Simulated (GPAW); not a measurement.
The system is Co3Ir.

```
Ir Co
1.0
     3.58256    0.00000    0.00000
     0.00000    3.58256    0.00000
     0.00000    0.00000    3.58256
Ir Co
1 3
Cartesian
  0.0000 0.0000 0.0000
  1.7913 1.7913 0.0000
  1.7913 0.0000 1.7913
  0.0000 1.7913 1.7913
```

The cell comes from a database or a generator and needn't be the stable form of this composition.

Base run:

```yaml
Program: GPAW 26.7.0
Functional: PBEsol
Potentials_or_basis: PAW data sets generated in the run's folder for this functional
Cutoff: 600 eV
Basis: pw
k_mesh: 8 × 8 × 8
Occupations: fermi-dirac, width 0.05 eV
Spin: collinear spin, ferromagnetic start
Starting_moments: "[2.1, 3.5, 3.5, 3.5] μB"
```

Its results: band gap on the k mesh none (metal or under the smearing width); pressure -2.9 GPa.

Q: The run is repeated on the same cell with these changes: spin from collinear spin, ferromagnetic start to no spin polarisation. What comes out?

A: Band gap on the k mesh none (metal or under the smearing width); pressure -11.9 GPa.
